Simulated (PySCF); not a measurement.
# C2H8ClGeN: the cost of one run

Computed with PySCF 2.14.0, with density-fitted response routines of our own, on a single molecule in the gas phase. Atoms are numbered from 0 throughout.

## 1. The starting structure

13 atoms, charge 0, multiplicity 1; geometry from: PBE0-D3(BJ)/def2-SVP.

Bonds of the start (Å): C0–C1 1.52, C1–Ge2 1.94, Ge2–N3 1.82, Ge2–Cl4 2.19, C0–H5 1.10, C0–H6 1.10, C0–H7 1.10, C1–H8 1.10, C1–H9 1.10, Ge2–H10 1.54, N3–H11 1.02, N3–H12 1.02.

## 2. Shielding tensors: HF/pcSseg-1

What the job is given:

```
{"job": {"kind": "nmr", "xc": "HF", "basis": "pcSseg-1", "pop": false}, "charge": 0, "multiplicity": 1}
C      1.745562    -0.392191     0.245695
C      0.778568     0.746591    -0.053298
Ge    -1.064249     0.313365     0.383105
N     -1.626477    -1.060951    -0.671500
Cl    -2.223399     2.139214     0.033792
H      2.775158    -0.130819    -0.044733
H      1.466338    -1.309148    -0.295458
H      1.760655    -0.638658     1.319180
H      0.795016     1.022445    -1.120886
H      1.038074     1.661808     0.502230
H     -1.327621    -0.082803     1.843701
H     -1.541923    -0.889912    -1.670652
H     -2.568456    -1.392723    -0.480760
```

Method: GIAO HF/pcSseg-1 NMR shielding, non-relativistic, gas phase.

The run is started by

```
> OMP_NUM_THREADS=1 python probes_run.py task.json out
```

The driver reads the jobs from task.json and runs them one after another.

**Question.** How long does this first job take on 1 thread of Arm Neoverse N1, shared host, and how much memory does it need?

About 14 s, with a peak of 0.85 GiB.
